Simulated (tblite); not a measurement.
# B30H12N30 ((4,2) BN nanotube piece): the cost of one run

Programs: tblite 0.8.0 and PySCF 2.14.0, with routines of our own; each step states its level. All values are computed. Atoms count from 0.

## Step 1: The system as given

72 atoms, charge 0, multiplicity 1; geometry from: force field, distance geometry or constructed start.

## Step 2: Geometry optimisation with GFN2-xTB

The job: settings as JSON, then the geometry in Å.

```
{"job": {"kind": "relax", "xc": "GFN2-xTB", "basis": "xTB"}, "charge": 0, "multiplicity": 1}
N      1.656700     1.315500     4.784900
B      2.056600     0.472700    -3.979500
N      1.322500     1.649500    -4.245300
B      1.902800     0.921100    -1.515300
N      0.915700     1.902300    -1.779400
B      1.648500     1.316800     0.951800
N      0.470200     2.061500     0.677400
B      1.320700     1.654500     3.419400
N      0.002700     2.110700     3.143800
B      0.913900     1.902700    -5.613300
N     -0.472200     2.058600    -5.890700
B      0.467600     2.057800    -3.151400
N     -0.920100     1.904200    -3.420100
B      0.002200     2.112200    -0.690600
N     -1.319500     1.656900    -0.961400
B     -0.472000     2.060400     1.781900
N     -1.651400     1.319200     1.502800
B     -0.917800     1.900100     4.238100
N     -1.904100     0.918500     3.967900
B     -1.314500     1.652700    -4.791000
N     -2.062100     0.473900    -5.066000
B     -1.652700     1.318800    -2.330400
N     -2.109400     0.004600    -2.597400
B     -1.907700     0.912400     0.131800
N     -2.059300    -0.467500    -0.139600
B     -2.065900     0.469200     2.599300
N     -1.902800    -0.914400     2.322300
N     -1.652400    -1.316700     4.787700
B     -2.059200    -0.469700    -3.974600
N     -1.316200    -1.651400    -4.242900
B     -1.899900    -0.916100    -1.510200
N     -0.918600    -1.902200    -1.782600
B     -1.652800    -1.317200     0.952500
N     -0.468000    -2.061100     0.684400
B     -1.316100    -1.650000     3.414600
N      0.000500    -2.110600     3.141300
B     -0.917500    -1.903400    -5.619000
N      0.471000    -2.057300    -5.891200
B     -0.469000    -2.063700    -3.151500
N      0.911900    -1.900100    -3.423900
B     -0.000100    -2.115100    -0.684100
N      1.323200    -1.657400    -0.957900
B      0.475000    -2.058800     1.772000
N      1.654400    -1.317800     1.500100
B      0.913000    -1.901800     4.241500
N      1.901600    -0.915100     3.962000
B      1.319700    -1.651700    -4.794300
N      2.059500    -0.467500    -5.065200
B      1.653400    -1.316900    -2.330000
N      2.114700     0.000700    -2.602000
B      1.902600    -0.924000     0.136400
N      2.066400     0.471400    -0.140800
B      2.059400    -0.470500     2.596900
N      1.900100     0.915100     2.320000
B      2.113500    -0.000900     5.061800
B      0.916200     1.906500     5.882000
N     -0.463500     2.054100     5.605800
B     -2.110100     0.007600     5.059600
B     -0.916600    -1.904200     5.885400
N      0.469200    -2.057800     5.606700
H      1.707200     1.977100    -6.469300
H     -0.833300     2.430700    -6.790000
H     -2.551800     0.301200    -5.966100
H     -1.711200    -1.972700    -6.469700
H      0.842900    -2.427700    -6.786100
H      2.548600    -0.298700    -5.965600
H      2.614200    -0.306600     6.071000
H      1.414700     2.217100     6.899200
H     -1.148100     2.274600     6.363500
H     -2.614500     0.306300     6.078100
H     -1.413200    -2.222800     6.896600
H      1.142300    -2.283600     6.371100
```

The run is started by

```sh
> OMP_NUM_THREADS=8 python large_run.py task.json out
```

This one command runs all jobs of the session in turn.

Q: Estimate the wall time and peak memory of this first job on 8 threads of Arm Neoverse V2, shared host.

About 3 s, with a peak of 0.13 GiB.
